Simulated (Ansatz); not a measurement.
## HfB: band structure with HSE03

HfB:

```
Hf B
1.0
     0.00000    2.31000    2.31000
     2.31000    0.00000    2.31000
     2.31000    2.31000    0.00000
Hf B
1 1
Direct
  0.50000 0.50000 0.50000
  0.00000 0.00000 0.00000
```

| Property | Result |
| --- | --- |
| Program | Ansatz 0.2.0 |
| Task | band structure |
| Functional | HSE03 |
| Potentials or basis | Ansatz PAW |
| Cutoff | 420 eV (not typed: the program's choice for these potentials) |
| k mesh | 5 × 5 × 5 |
| Occupations | fermi-dirac, width 0.05 eV |
| Spin | no spin polarisation |
| Path | [["G", "X", "W", "K", "G", "L", "U", "W", "L", "K"], ["U", "X"]] |
| Points for each segment of the path | 4 |

```
Pressure               : 30.9 GPa
Band gap on the k mesh : none (metal or under the smearing width)
```

Levels at the corners of the path, in eV from the Fermi level:
```tsv
point	band 11	band 12	band 13	band 14	band 15	band 16	band 17	band 18	band 19	band 20
Γ	-13.17	-11.12	2.38	2.38	2.38	4.19	4.19	4.19	4.41	4.41
X	-13.19	-7.99	-1.58	-1.41	2.34	2.34	6.58	8.54	8.54	10.00
W	-13.19	-6.79	-1.89	-1.89	-1.67	5.91	5.91	8.51	8.56	11.83
K	-13.19	-7.00	-2.73	-1.81	0.03	3.30	7.41	8.66	10.57	10.62
Γ	-13.17	-11.12	2.38	2.38	2.38	4.19	4.19	4.19	4.41	4.41
L	-13.16	-5.90	-5.08	-1.81	-1.81	7.08	7.08	8.21	8.71	14.48
U	-13.19	-7.00	-2.73	-1.81	0.03	3.30	7.41	8.66	10.57	10.62
W	-13.19	-6.79	-1.89	-1.89	-1.67	5.91	5.91	8.51	8.56	11.83
L	-13.16	-5.90	-5.08	-1.81	-1.81	7.08	7.08	8.21	8.71	14.48
K	-13.19	-7.00	-2.73	-1.81	0.03	3.30	7.41	8.66	10.57	10.62
U	-13.19	-7.00	-2.73	-1.81	0.03	3.30	7.41	8.66	10.57	10.62
X	-13.19	-7.99	-1.58	-1.41	2.34	2.34	6.58	8.54	8.54	10.00
```

It took 74 s on 2 threads of Arm Neoverse V2, on a shared host, peak memory 0.65 GiB.

Caveat: the k mesh is coarse (spacing up to 0.47 Å⁻¹), so the values aren't converged, least of all with exact exchange; a pressure of tens of GPa on the cell as given is suspect, and the run, the potentials or the cell itself is likely at fault; spin-orbit coupling is left out, which moves the levels of the heavy elements; the PAW data sets come from PBE, with cores solved anew for the run's functional, which leaves a small shift of forces and pressure; the thresholds are loose for stress.
